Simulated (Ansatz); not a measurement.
# Na2Ru: the cost of one run

Method: DFT PBE, scalar-relativistic, plane waves, PAW, in Ansatz 0.2.0.

### 1 The structure to begin with

Symmetry: P4/nmm, No. 129, tetragonal system. The conventional cell has a = 4.040 Å, b = 4.040 Å, c = 6.165 Å, α = 90.00°, β = 90.00°, γ = 90.00°. Around Na (site symmetry -4m2) lie 8 Na at 2.62 to 2.86 Å and 4 Ru at 2.74 Å. Na (site symmetry 4mm) has 4 Na at 2.62 Å and 5 Ru at 2.65 to 2.86 Å as nearest neighbours. Ru (site symmetry 4mm) has 9 Na at 2.65 to 2.86 Å as nearest neighbours.

Coordinates:

```
CELL_PARAMETERS angstrom
4.04041 0.00000 0.00000
0.00000 4.04041 0.00000
0.00000 0.00000 6.16486
ATOMIC_POSITIONS crystal
Na 0.00000 0.00000 0.00000
Na 0.50000 0.50000 0.00000
Na 0.00000 0.50000 0.27000
Na 0.50000 0.00000 0.73000
Ru 0.00000 0.50000 0.70000
Ru 0.50000 0.00000 0.30000
```

This is candidate A: Cu2Sb type (P4/nmm, No. 129).

(A quick probe on a coarse mesh, which set the mesh and smearing, is not shown.)

### 3 Rough relaxation on the coarse mesh (candidate A)

input.yaml

```yaml
crystal:
  lattice:
    - [4.0404059952, 0.0, 0.0]
    - [0.0, 4.0404059952, 0.0]
    - [0.0, 0.0, 6.1648579451]
  atoms:
    - { symbol: Na, position: [0.0, 0.0, 0.0] }
    - { symbol: Na, position: [0.5, 0.5, 0.0] }
    - { symbol: Na, position: [0.0, 0.5, 0.27] }
    - { symbol: Na, position: [0.5, 0.0, 0.73] }
    - { symbol: Ru, position: [0.0, 0.5, 0.7] }
    - { symbol: Ru, position: [0.5, 0.0, 0.3] }
basis:
  ecutwfc: 420
kpoints:
  mp_grid: { grid: [4, 4, 4] }
hamiltonian:
  xc: pbe
scf:
  occupations: { method: gaussian, width: 0.1 }
  lower_state_search: "off"
output:
  forces: true
  stress: true
  eigenvalues: true
relax:
  adjacent_minimum: "off"
  f_tol: 0.04
  max_steps: 70
  cell: { stress_tol: 0.4 }
```

Run with:

```sh
$ ansatz run input.yaml --threads 1 --pin off --max-ram 2560MiB --backend cpu --events-out ev --progress --plain --runs-dir out
```

What time and memory should one allow on 1 thread of Intel Xeon 6975P-C (Granite Rapids), shared host?

About 2.4 min, with a peak of 0.44 GiB.
